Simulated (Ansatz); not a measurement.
I need a relaxed scan of one distance of CH3AgS, SMILES C[S][Ag]. Use Ansatz 0.2.0 through its Python package. Settings (for the species named): PBE0, def2-SVP basis, multiplicity 1.

Input file `ch3ags.xyz`:
```text
6

C    -0.42820    0.42980   -0.32660
S     0.32230   -1.04880    0.23750
Ag    1.99300   -1.81880    1.43340
H    -1.28300    0.22550   -0.96480
H     0.24400    1.05890   -0.96000
H    -0.80590    1.08940    0.53430
```

`relaxed_scan_ch3ags.py`:
```python
"""One bond of CH3AgS held at set lengths while the rest relaxes."""

import ansatz as az
import numpy as np

ch3ags = az.Crystal.molecule_from_extxyz("ch3ags.xyz")

calculation = ch3ags.calculation().basis(gaussian="def2-SVP").functional("pbe0")
symbols = [site.symbol for site in ch3ags.cartesian_sites]
pairs = [(0, 1), (0, 3), (0, 4), (0, 5), (1, 2)]
print("held (A)   E (eV)        ", "  ".join(f"{symbols[i]}{i}-{symbols[j]}{j}" for i, j in pairs))
for length in [1.06, 1.15, 1.24, 1.38, 1.55]:
    summary = calculation.relax(constraints=[az.DistanceConstraint((0, 5), at=length)], force_tolerance=0.02, max_steps=60).run(threads=1, backend="cpu").report
    xyz = np.array(summary["positions_ang"])
    print(f"{length:6.2f} {summary['free_energy_ev']:14.5f}  ", "  ".join(f"{np.linalg.norm(xyz[i] - xyz[j]):.3f}" for i, j in pairs))
```

```console
$ python relaxed_scan_ch3ags.py
held (A)   E (eV)         C0-S1  C0-H3  C0-H4  C0-H5  S1-Ag2
DeckWarning: relax.constraints: the input's atoms, or those drawn, lie off the distances that are held; a relaxation that starts there is brought onto them ahead of its first SCF, by positions alone, an atom by 4.42e-2 Å at the most. With the symmetry detection on, the symmetry is detected on the input's atoms as so [...]
  1.06   -15910.92032   1.823  1.101  1.099  1.060  2.336
  1.15   -15910.90877   1.819  1.101  1.099  1.150  2.337
  1.24   -15910.69478   1.814  1.101  1.099  1.240  2.338
  1.38   -15910.16339   1.803  1.100  1.098  1.380  2.339
  1.55   -15909.42076   1.786  1.099  1.096  1.550  2.342
```
(Warnings from the package without file and line, shortened, repeats left out.)

Caveats:
- Total energies depend on the basis set; only differences at equal settings carry meaning.
- The energies are electronic: no zero-point or thermal terms, and the basis set is short of its limit.
- def2 sets replace the cores of elements past krypton by effective core potentials.
- Timing: 2.3 min on 1 thread of Intel(R) Xeon(R) Platinum 8488C (Sapphire Rapids) (shared host), peak memory 0.24 GiB.

(Lines on the test bed's own set-up are left out of the output.)
